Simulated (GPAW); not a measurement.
The system is Al3Pt2.

```
Pt Al
1.0
     4.20714    0.00000    0.00000
    -2.10357    3.64349    0.00000
     0.00000    0.00000    5.18896
Pt Al
2 3
Direct
  0.66667 0.33333 0.83387
  0.33333 0.66667 0.16613
  0.66667 0.33333 0.35317
  0.33333 0.66667 0.64683
  0.00000 0.00000 0.00000
```

The cell comes from a database or a generator and needn't be the stable form of this composition.

- Program: GPAW 26.7.0
- Task: relaxation of cell and atoms
- Functional: PBEsol
- Dispersion: D3(BJ)+ATM
- Potentials or basis: PAW data sets generated in the run's folder for this functional
- Cutoff: 600 eV
- Basis: pw
- k mesh: 5 × 5 × 4
- Occupations: fermi-dirac, width 0.05 eV
- Spin: no spin polarisation

At the start: pressure -3.5 GPa; volume 15.91 Å³/atom.

Question: How do energy, volume and symmetry change on relaxing?

Answer: Over 9 steps the energy falls by 5.0 meV/atom and the volume is 15.58 Å³/atom (-2.1 %); space group P-3m1 (No. 164, to 0.05 Å).

The path:
```tsv
step	energy change (eV)	largest force (eV/Å)	pressure (GPa)	volume (Å³)
1	0.0000	0.1903	-3.51	79.54
2	-0.0062	0.1513	-3.03	79.30
3	-0.0226	0.0935	0.02	77.90
4	-0.0232	0.0679	-0.05	77.93
5	-0.0242	0.0340	0.09	77.86
6	-0.0243	0.0353	0.16	77.83
7	-0.0246	0.0233	0.25	77.79
8	-0.0247	0.0185	0.20	77.82
9	-0.0248	0.0108	0.06	77.89
```

Final structure:
```
Pt Al
1.0
     4.19159    0.00000    0.00000
    -2.09580    3.63003    0.00000
     0.00000    0.00000    5.11904
Pt Al
2 3
Direct
  0.66667 0.33333 0.83732
  0.33333 0.66667 0.16268
  0.66667 0.33333 0.35347
  0.33333 0.66667 0.64653
  0.00000 0.00000 0.00000
```

Caveat: later steps reuse the first step's grids; pairwise dispersion overbinds metals, which lowers pressure and volume.
